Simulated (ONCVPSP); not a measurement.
# Pseudopotential generation for selenium: ONCV, PBE

Task: generate the file, and judge it by its errors in other configurations, its logarithmic derivatives, its ghosts and its cutoff.

Program: ONCVPSP 4.0.1. Reference atom: PBE, scalar-relativistic, spherical and spin-unpolarised. All values are calculated.

## (1) Settings

The settings as typed:

| Property | Result |
| --- | --- |
| element | selenium (Se, Z = 34) |
| type | optimised norm-conserving Vanderbilt (ONCV) |
| frozen core | [Ne] |
| valence charge | 24 |
| reference configuration | 3s2 3p6 3d10 4s2 4p4 |
| partial waves | 3s+4s: rc 0.90 bohr, ncon 4, nbas 8, qcut 11.3 1/bohr, 2 projectors; 3p+4p: rc 0.95 bohr, ncon 4, nbas 8, qcut 18.4 1/bohr, 2 projectors; 3d: rc 0.75 bohr, ncon 4, nbas 8, qcut 21.8 1/bohr, 3 projectors, debl 2.7 Ha |
| local potential | polynomial inside 0.75 bohr (lpopt 5, dvloc0 4 Ha) |
| core correction | Teter function, fcfact 3.75, rcfact 1 |

The outer shells as boxes (Hund's rule for the drawing; the calculation is spin-unpolarised):

```
[Ne] core
3s [↑↓]
3p [↑↓][↑↓][↑↓]
3d [↑↓][↑↓][↑↓][↑↓][↑↓]
4s [↑↓]
4p [↑↓][↑ ][↑ ]
```

An earlier all-electron run gives the scale for the radii.

All-electron outer shells of the reference configuration (PBE, scalar-relativistic, ld1.x):

```tsv
shell	level (eV)	outermost node (bohr)	outermost maximum (bohr)
2s	-1607.20	0.06	0.17
2p	-1413.61	–	0.13
3s	-213.51	0.24	0.50
3p	-152.98	0.21	0.50
3d	-53.12	–	0.45
4s	-17.29	0.70	1.51
4p	-6.51	0.74	1.82
```

## (2) The generation run

Contents of Se.dat:

```
# ATOM AND REFERENCE CONFIGURATION
# atsym  z   nc   nv     iexc    psfile
  Se 34.00    3    5        4      upf
#
#   n    l    f
    1    0    2.00
    2    0    2.00
    2    1    6.00
    3    0    2.00
    3    1    6.00
    3    2   10.00
    4    0    2.00
    4    1    4.00
#
# PSEUDOPOTENTIAL AND OPTIMIZATION
# lmax
    2
#
#   l,   rc,      ep,       ncon, nbas, qcut
    0    0.90    0.00    4    8   11.30
    1    0.95    0.00    4    8   18.40
    2    0.75    0.00    4    8   21.80
#
# LOCAL POTENTIAL
# lloc, lpopt,  rc(5),   dvloc0
    4    5    0.75    4.00
#
# VANDERBILT-KLEINMAN-BYLANDER PROJECTORs
# l, nproj, debl
    0    2    3.50
    1    2    1.20
    2    3    2.70
#
# MODEL CORE CHARGE
# icmod, fcfact, rcfact
    3    3.75    1.00
#
# LOG DERIVATIVE ANALYSIS
# epsh1, epsh2, depsh
   -9.00    5.00    0.04
#
# OUTPUT GRID
# rlmax, drl
    6.00    0.01
#
# TEST CONFIGURATIONS
# ncnf
    4
# nvcnf
#   n    l    f
    5
    3    0    2.00
    3    1    6.00
    3    2   10.00
    4    0    2.00
    4    1    3.00
#
    5
    3    0    2.00
    3    1    6.00
    3    2   10.00
    4    0    2.00
    4    1    2.00
#
    5
    3    0    2.00
    3    1    6.00
    3    2   10.00
    4    0    2.00
    4    1    1.00
#
    5
    3    0    2.00
    3    1    6.00
    3    2   10.00
    4    0    2.00
    4    1    3.50
#
```

Launch:

```console
$ oncvpsp.x < Se.dat > Se.out
```

What does the calculation give? Wanted: cutoffs for 1 and 0.1 mHa per electron, occupied waves; bound ghosts; GHOST(+) flags; largest test error; largest phase difference near zero energy, channels read; rms error of d²Exc/dn², without and with the model core.

**Answer**, as computed:

| quantity | value |
| --- | --- |
| cutoffs for 1 and 0.1 mHa per electron, occupied waves | 185 Ha and 206 Ha |
| bound ghosts | none found |
| GHOST(+) flags | none at low energy |
| largest test error (AE − PS) | -4.1 meV, for 3s2 3p6 3d10 4s2 4p1 |
| largest phase difference near zero energy, channels read | 0.000 rad |
| rms error of d²Exc/dn², without and with the model core | 2.19 and 1.94 mHa |

In words: The worst unpolarised test, 3s2 3p6 3d10 4s2 4p1, is off by 4.1 meV on 62.1 eV; by total energies transferability rates as very good. The potential is very hard: the looser tolerance needs 185 Ha. At the looser tolerance the 3d wave is the slowest; 3p needs 79 Ha. No bound ghost shows below the valence levels. Near zero energy the phases of the channels with partial waves agree within 0.001 rad. These are tests on the free atom; a crystal test is still owed.
